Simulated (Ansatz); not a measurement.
# FH₃NSn radical: a ladder of functionals and wavefunction methods

The task here is to estimate one member of a computed series from the others.

Method: functionals in def2-TZVPP, the program's frozen cores in correlated methods; program: Ansatz 0.2.0, Gaussian basis.

Levels to be run: LDA (SPW92), PBE-D4, revPBE-D4, BLYP-D4, r2SCAN-D4, B97M-V, PBE0-D4, B3LYP-D4, r2SCANh-D4, r2SCAN0-D4, HSE06-D4, BHLYP-D4, CAM-B3LYP-D4, LC-ωPBE, ωB97X-V, ωB97M-V, B2PLYP, PBE-QIDH; CCSD(T)/def2-SVP; CCSD(T)/def2-TZVPP; MP2/def2-QZVPP; extrapolation to the limit; RPA on PBE.

## The relaxed structure

All runs share one geometry, relaxed beforehand with PBE0-D4 in a triple-zeta def2 set. Sn takes the def2 core potential; no spin-orbit term is included.

SMILES `[NH2][SnH][F]`, 6 atoms, charge 0, spin multiplicity 2.

Atoms are counted from 1 here; the program's logs count them from 0.

Bond lengths: N1–Sn2 2.034 Å, N1–H4 1.014 Å, N1–H5 1.013 Å, Sn2–F3 1.936 Å, Sn2–H6 1.745 Å. Angles: Sn2–N1–H4 112.9°, Sn2–N1–H5 116.2°, H4–N1–H5 108.3°, N1–Sn2–F3 98.4°, N1–Sn2–H6 108.0°, F3–Sn2–H6 104.2°.

Set-up of the first run:

Contents of in.yaml:

```yaml
crystal:
  periodic: [false, false, false]
  atoms:
    - {symbol: N, position_ang: [-0.572282, 0.218575, -0.844468]}
    - {symbol: Sn, position_ang: [0.195965, -0.531838, 0.883017]}
    - {symbol: F, position_ang: [2.076089, -0.368673, 0.452629]}
    - {symbol: H, position_ang: [-0.046406, -0.061929, -1.664808]}
    - {symbol: H, position_ang: [-1.552872, 0.032098, -1.016517]}
    - {symbol: H, position_ang: [-0.058494, 0.647768, 2.143946]}
basis:
  gaussian: {orbitals: def2-TZVPP}
magnetization: {spin_polarized: true, initial_magnetization: 1}
hamiltonian: {xc: lda}
output: {orbitals: {seedname: orbitals}}
```

Steps of the session up to this table: LDA; PBE-D4 (GGA); revPBE-D4 (GGA); BLYP-D4 (GGA); r2SCAN-D4 (meta-GGA); B97M-V (meta-GGA); PBE0-D4 (hybrid); B3LYP-D4 (hybrid); r2SCANh-D4 (hybrid); r2SCAN0-D4 (hybrid); HSE06-D4 (hybrid); BHLYP-D4 (hybrid); CAM-B3LYP-D4 (range-separated); LC-ωPBE-D4 (range-separated; the results give it without D4); ωB97X-V (range-separated); ωB97M-V (range-separated); B2PLYP (double hybrid); PBE-QIDH (double hybrid).

One table of the session follows, with a row left open; its other results are not shown here.

It belongs to the step «Frontier levels by functional». 

```
  functional  HOMO (eV)  LUMO (eV)  gap (eV)
 LDA (SPW92)      -5.27      -4.54      0.73
      PBE-D4      -5.19      -4.23      0.96
   revPBE-D4      -5.15      -4.12      1.03
     BLYP-D4      -5.07      -4.23      0.83
   r2SCAN-D4      -5.58      -3.98      1.61
      B97M-V      -5.41      -4.32      1.09
     PBE0-D4      -6.39      -3.44      2.95
    B3LYP-D4      -6.17      -3.80      2.37
  r2SCANh-D4      -6.03      -3.68      2.35
  r2SCAN0-D4          ?          ?         ?
    HSE06-D4      -5.99      -3.80      2.19
    BHLYP-D4      -7.45      -2.71      4.75
CAM-B3LYP-D4      -7.66      -2.58      5.08
     LC-ωPBE      -8.98      -1.27      7.71
     ωB97X-V      -8.53      -1.61      6.92
     ωB97M-V      -8.44      -1.71      6.73
```

Q: Estimate the row for r2SCAN0-D4 from the others.

Worked estimate for «HOMO (eV)». Against the share of exact exchange, r2SCAN-D4 (0, -5.58), r2SCANh-D4 (0.1, -6.03) give a slope of -4.50 per unit share; at 0.25 the line stands at -6.70.

**Answer.** HOMO (eV): -6.69; LUMO (eV): -3.23; gap (eV): 3.46. In «HOMO (eV)» the line misses by -0.01.
